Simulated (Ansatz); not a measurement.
# NiO (Fm-3m): the volume at zero pressure

Where does the pressure of NiO (Fm-3m) vanish?

Program: Ansatz 0.2.0. Level of theory: DFT PBE+U (U_eff = 6.2 eV on Ni 3d), scalar-relativistic, plane waves, PAW. These are calculated values, not measurements.

**1. The system as given**

Symmetry: Fm-3m, No. 225, cubic system. The conventional cell has a = 4.172 Å, b = 4.172 Å, c = 4.172 Å, α = 90.00°, β = 90.00°, γ = 90.00°. Ni (site symmetry m-3m) is surrounded by 6 O at 2.09 Å. Around O (site symmetry m-3m) lie 6 Ni at 2.09 Å.

Coordinates:

```
Ni O
1.0
     0.00000    2.08590    2.08590
     2.08590    0.00000    2.08590
     2.08590    2.08590    0.00000
Ni O
1 1
Direct
  0.00000 0.00000 0.00000
  0.50000 0.50000 0.50000
```

Starting moments: Ni 2.00 μB.

**2. First run, at the start cell**

input.yaml reads:

```yaml
crystal:
  lattice:
    - [0.0, 2.0859016414, 2.0859016414]
    - [2.0859016414, 0.0, 2.0859016414]
    - [2.0859016414, 2.0859016414, 0.0]
  atoms:
    - { symbol: Ni, position: [0.0, 0.0, 0.0], spin: 2.0 }
    - { symbol: O, position: [0.5, 0.5, 0.5] }
basis:
  ecutwfc: 420
  ecutrho_ratio: 4
kpoints:
  mp_grid: { grid: [6, 6, 6] }
hamiltonian:
  xc: pbe
  hubbard: { sites: [{ species: Ni, l: d, u_eff: 6.2 }] }
scf:
  occupations: { method: gaussian, width: 0.05 }
output:
  forces: true
  stress: true
  eigenvalues: true
  populations: true
  hubbard: { sites: [{ species: Ni, l: d }] }
magnetization:
  spin_polarized: true
```

On the command line:

```bash
$ ansatz run input.yaml --threads 4 --pin off --max-ram 10240MiB --backend cpu --events-out ev --progress --plain --runs-dir out
```

Further steps of the session: The same volume, run 2; Next volume, run 3; Volume adjusted, run 4.

What does the calculation give? Wanted: volume; pressure; conventional cell; gap on the mesh; moments in the spheres.

**Answer**, as computed:

| quantity | value |
| --- | --- |
| volume | 9.715 Å³/atom |
| pressure | 0.02 GPa |
| conventional cell | a = 4.268 Å, b = 4.268 Å, c = 4.268 Å, α = 90.00°, β = 90.00°, γ = 90.00° |
| gap on the mesh | 1.94 eV |
| moments in the spheres | Ni 1.74; O 0.19 μB |

**Reading.** The volume went from 9.08 to 9.72 Å³/atom (+7.0 %), where 0.02 GPa is left. Only the order of the starting moments is followed; others weren't tried in this session. With a Hubbard U or exact exchange the result depends on the state in which the open shell ends, and a lower one can't be excluded.
